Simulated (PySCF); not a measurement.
# ScO: bond curves at several levels of theory, part 2 of 2

PySCF 2.14.0; Sc x2c-TZVPPall, O x2c-TZVPPall; spin-free X2C with a Gaussian nucleus. Earlier steps stand in the parts before.

## 12. ωB97M-V (range-separated hybrid)

The SCF at the reference distance, 1.650 Å, printed:

```text
[... 17 set-up lines left out, the same as in an earlier log ...]
XC functionals = WB97M_V
    N. Mardirossian and M. Head-Gordon.,  J. Chem. Phys. 144, 214110 (2016)
** Following is NLC and NLC Grids **
NLC functional = WB97M_V
[... 2 set-up lines left out, the same as in an earlier log ...]
init E= -839.496221733606
cycle= 1 E= -839.497159573936  delta_E= -0.000938  |g|= 0.0194  |ddm|= 0.189
cycle= 2 E= -839.496994343103  delta_E= 0.000165  |g|= 0.0314  |ddm|= 0.0451
cycle= 3 E= -839.497345066468  delta_E= -0.000351  |g|= 0.0056  |ddm|= 0.0149
cycle= 4 E= -839.497365667105  delta_E= -2.06e-05  |g|= 0.00169  |ddm|= 0.00632
cycle= 5 E= -839.497375244342  delta_E= -9.58e-06  |g|= 0.000694  |ddm|= 0.007
cycle= 6 E= -839.497377862951  delta_E= -2.62e-06  |g|= 0.000273  |ddm|= 0.00365
cycle= 7 E= -839.497378203736  delta_E= -3.41e-07  |g|= 0.000103  |ddm|= 0.00145
cycle= 8 E= -839.497378234664  delta_E= -3.09e-08  |g|= 3.86e-05  |ddm|= 0.000487
cycle= 9 E= -839.497378240857  delta_E= -6.19e-09  |g|= 1.63e-05  |ddm|= 0.000229
cycle= 10 E= -839.497378242141  delta_E= -1.28e-09  |g|= 6.54e-06  |ddm|= 8.64e-05
cycle= 11 E= -839.49737824236  delta_E= -2.19e-10  |g|= 1.46e-06  |ddm|= 5.61e-05
Extra cycle  E= -839.497378242366  delta_E= -6.14e-12  |g|= 1.11e-06  |ddm|= 6.81e-06
converged SCF energy = -839.497378242366  <S^2> = 0.75050338  2S+1 = 2.0005033
```

Re = 1.650 Å, ωe = 1032 cm⁻¹, ωexe = 3.33 cm⁻¹, αe = 0.00234 cm⁻¹, Be = 0.5248 cm⁻¹, De = 6.66 eV, μ = -3.89 D.

## 13. UHF (mean field)

Output of the SCF at 1.650 Å:

```text
******** <class 'pyscf.scf.uhf_symm.SymAdaptedUHF'> ********
method = SymAdaptedUHF
[... 11 set-up lines left out, the same as in an earlier log ...]
max_memory 2100 MB (current use 1032 MB)
[... 1 set-up line left out, the same as in an earlier log ...]
Overwritten attributes  get_jk get_occ get_hcore get_j get_k  of <class 'pyscf.scf.uhf_symm.SymAdaptedUHF'>
<class 'pyscf.scf.uhf_symm.SymAdaptedUHF'> does not have attributes  refdm
[... 1 set-up line left out, the same as in an earlier log ...]
init E= -838.234404066298
cycle= 1 E= -838.253938207481  delta_E= -0.0195  |g|= 0.121  |ddm|= 0.193
cycle= 2 E= -838.253712161659  delta_E= 0.000226  |g|= 0.125  |ddm|= 0.144
cycle= 3 E= -838.259700428833  delta_E= -0.00599  |g|= 0.0171  |ddm|= 0.0619
cycle= 4 E= -838.26000162864  delta_E= -0.000301  |g|= 0.00617  |ddm|= 0.0243
cycle= 5 E= -838.260127312202  delta_E= -0.000126  |g|= 0.00288  |ddm|= 0.0206
cycle= 6 E= -838.260182959263  delta_E= -5.56e-05  |g|= 0.00113  |ddm|= 0.0186
cycle= 7 E= -838.260189748933  delta_E= -6.79e-06  |g|= 0.00044  |ddm|= 0.00714
cycle= 8 E= -838.260190323688  delta_E= -5.75e-07  |g|= 0.000204  |ddm|= 0.00232
cycle= 9 E= -838.260190462883  delta_E= -1.39e-07  |g|= 0.000136  |ddm|= 0.000836
cycle= 10 E= -838.260190565525  delta_E= -1.03e-07  |g|= 7.51e-05  |ddm|= 0.000557
cycle= 11 E= -838.260190601649  delta_E= -3.61e-08  |g|= 2.83e-05  |ddm|= 0.000473
cycle= 12 E= -838.260190605526  delta_E= -3.88e-09  |g|= 1.22e-05  |ddm|= 0.000128
cycle= 13 E= -838.260190606188  delta_E= -6.63e-10  |g|= 4.8e-06  |ddm|= 5.54e-05
Extra cycle  E= -838.260190606219  delta_E= -3.14e-11  |g|= 3.65e-06  |ddm|= 9.51e-06
converged SCF energy = -838.260190606219  <S^2> = 0.75482608  2S+1 = 2.0048203
```

Re = 1.653 Å, ωe = 1055 cm⁻¹, ωexe = 3.00 cm⁻¹, αe = 0.00196 cm⁻¹, Be = 0.5230 cm⁻¹, De = 3.15 eV, μ = -4.48 D.

## 14. Adding correlation

Reference: UHF; core orbitals frozen: 6; virtual orbitals above 20 hartree dropped in coupled cluster: 1. MP2 keeps all virtuals, so it differs from the MP2 energy in the coupled-cluster log.

Log of the coupled-cluster run at 1.650 Å:

```text
******** <class 'pyscf.cc.uccsd.UCCSD'> ********
CC2 = 0
CCSD nocc = (np.int64(9), np.int64(8)), nmo = (88, 88)
frozen orbitals [[0, 1, 2, 3, 4, 5, 94], [0, 1, 2, 3, 4, 5, 94]]
max_cycle = 80
direct = 0
conv_tol = 1e-07
conv_tol_normt = 1e-05
diis_space = 8
diis_start_cycle = 0
diis_start_energy_diff = 1e+09
max_memory 2100 MB (current use 1307 MB)
Init t2, MP2 energy = -0.537656364429547
Init E_corr(UCCSD) = -0.537656364441598
cycle = 1  E_corr(UCCSD) = -0.496290356288461  dE = 0.0413660082  norm(t1,t2) = 0.199504
cycle = 2  E_corr(UCCSD) = -0.539093964125684  dE = -0.0428036078  norm(t1,t2) = 0.134331
cycle = 3  E_corr(UCCSD) = -0.526980949034492  dE = 0.0121130151  norm(t1,t2) = 0.127985
cycle = 4  E_corr(UCCSD) = -0.526547001736697  dE = 0.000433947298  norm(t1,t2) = 0.0205273
cycle = 5  E_corr(UCCSD) = -0.527875367037191  dE = -0.0013283653  norm(t1,t2) = 0.00834689
cycle = 6  E_corr(UCCSD) = -0.528059996217203  dE = -0.00018462918  norm(t1,t2) = 0.00389184
cycle = 7  E_corr(UCCSD) = -0.527815823365134  dE = 0.000244172852  norm(t1,t2) = 0.00178525
cycle = 8  E_corr(UCCSD) = -0.52778384555628  dE = 3.19778089e-05  norm(t1,t2) = 0.000682478
cycle = 9  E_corr(UCCSD) = -0.527815949297438  dE = -3.21037412e-05  norm(t1,t2) = 0.000401452
cycle = 10  E_corr(UCCSD) = -0.527824088237912  dE = -8.13894047e-06  norm(t1,t2) = 0.000205133
cycle = 11  E_corr(UCCSD) = -0.527823037162048  dE = 1.05107586e-06  norm(t1,t2) = 7.28419e-05
cycle = 12  E_corr(UCCSD) = -0.52782095200963  dE = 2.08515242e-06  norm(t1,t2) = 3.44723e-05
cycle = 13  E_corr(UCCSD) = -0.527821021117738  dE = -6.91081076e-08  norm(t1,t2) = 1.87647e-05
cycle = 14  E_corr(UCCSD) = -0.527821417316975  dE = -3.96199237e-07  norm(t1,t2) = 6.35568e-06
cycle = 15  E_corr(UCCSD) = -0.527821449478216  dE = -3.21612401e-08  norm(t1,t2) = 2.25807e-06
UCCSD converged
E(UCCSD) = -838.7880120556977  E_corr = -0.5278214494782155
UCCSD(T) correction = -0.0295169050859921
```

Correlation energy (eV) along the bond:

```tsv
R (Å)	MP2	SCS-MP2	CCSD	CCSD(T)	T1
1.419	-14.337	-13.522	n/a	n/a	n/a
1.485	-14.447	-13.627	-14.242	-14.936	0.025
1.551	-14.531	-13.709	-14.294	-15.031	0.027
1.601	-14.585	-13.764	-14.329	-15.099	0.029
1.650	-14.638	-13.817	-14.363	-15.166	0.031
1.700	-14.692	-13.870	-14.397	-15.235	0.033
1.766	-14.768	-13.944	-14.444	-15.332	0.036
1.848	-14.863	-14.025	-14.508	-15.461	0.041
1.947	-14.551	-13.565	-14.559	-15.532	0.057
2.079	-13.345	-12.194	n/a	n/a	n/a
```

UHF-MP2: No constants are quoted: the points don't follow one smooth fit.

UHF-SCS-MP2: No constants are quoted: the points don't follow one smooth fit.

UHF-CCSD: Re = 1.668 Å, ωe = 1019 cm⁻¹, ωexe = 3.15 cm⁻¹, αe = 0.00231 cm⁻¹, Be = 0.5139 cm⁻¹, De = 6.18 eV.

UHF-CCSD(T): No constants are quoted: the points don't follow one smooth fit.

## 15. All curves

Energy (eV) from each level's lowest point:

```tsv
R (Å)	UHF	UHF-MP2	UHF-SCS-MP2	UHF-CCSD	UHF-CCSD(T)	LDA	PBE	r²SCAN	TPSSh	B3LYP	PBE0	M06-2X	ωB97M-V
1.419	1.818	2.124	2.117	n/a	n/a	1.657	1.872	1.840	1.867	1.861	1.699	1.780	1.744
1.485	0.857	1.053	1.051	0.978	1.107	0.753	0.901	0.873	0.894	0.888	0.777	0.825	0.806
1.551	0.289	0.401	0.400	0.357	0.443	0.237	0.323	0.302	0.316	0.311	0.248	0.271	0.263
1.601	0.071	0.129	0.129	0.105	0.159	0.051	0.093	0.081	0.088	0.085	0.054	0.063	0.061
1.650	0.000	0.005	0.005	0.000	0.020	0.000	0.000	0.000	0.000	0.000	0.000	0.000	0.000
1.700	0.049	0.000	0.000	0.015	0.000	0.057	0.018	0.032	0.026	0.028	0.057	0.052	0.053
1.766	0.262	0.137	0.139	0.180	0.116	0.262	0.172	0.209	0.195	0.201	0.267	0.261	0.260
1.848	0.704	0.484	0.500	0.559	0.429	0.661	0.515	0.584	0.564	0.574	0.682	0.658	0.677
1.947	1.381	1.473	1.637	1.185	1.035	1.266	1.061	1.174	1.148	1.165	1.318	1.291	1.326
2.079	2.172	3.471	3.800	n/a	n/a	2.165	1.890	2.065	2.039	2.065	2.269	2.261	2.315
```

The whole job (state search and all levels along the bond) took 25 min on 1 thread of Intel Xeon Platinum 8259CL @ 2.50GHz (shared host), peak memory 4 GiB.

## 16. Constants by level of theory

The summary covers parts 1 to 2.

Lowest PBE0 solution found, without spin–orbit coupling: ²Σ⁺ (doublet), unpaired electrons σ ↑. State 2 has its PBE0 minimum 1.52 eV higher. State 3 has its PBE0 minimum 1.78 eV higher. State 4 has its PBE0 minimum 2.95 eV higher. The other levels ran on the lowest alone.

```tsv
level	Re (Å)	ωe (cm⁻¹)	De (eV)	μ (D)
UHF	1.653	1055	3.15	-4.48
UHF-CCSD	1.668	1019	6.18	n/a
LDA	1.647	1014	9.06	-3.70
PBE	1.666	980	7.87	-3.62
r²SCAN	1.659	1006	7.44	-3.66
TPSSh	1.662	1002	7.09	-3.65
B3LYP	1.661	1005	6.94	-4.06
PBE0	1.648	1028	6.94	-3.78
M06-2X	1.650	1048	6.48	-4.33
ωB97M-V	1.650	1032	6.66	-3.89
```

De is counted to Sc + O in their ground configurations. A positive dipole means Sc(−)O(+). No constants: UHF-MP2 (the points don't follow one smooth fit); UHF-SCS-MP2 (the points don't follow one smooth fit); UHF-CCSD(T) (the points don't follow one smooth fit).

Time per point (s) on 1 thread of Intel Xeon Platinum 8259CL at 2.50GHz, shared host (CPU time, shared integrals of 1.5 s apart; correlated levels include their reference; CCSD comes with the CCSD(T) run); the times are rough: UHF 2, LDA 1.5, PBE 1.7, r²SCAN 2.4, TPSSh 3.5, B3LYP 3.9, PBE0 3.9, M06-2X 8.1, ωB97M-V 15.

What this shows: Bond lengths run from 1.647 Å (LDA) to 1.668 Å (UHF-CCSD). Among the levels with a De in the table, it runs from 3.15 eV (UHF) to 9.06 eV (LDA).

Correlated steps freeze 6 core orbitals. The state is the lowest single determinant that the PBE0 search found; with open d or f shells the true ground state can be another one. T1 is 0.031 near the minimum (highest on the curve 0.057), which may point to more than one leading configuration.
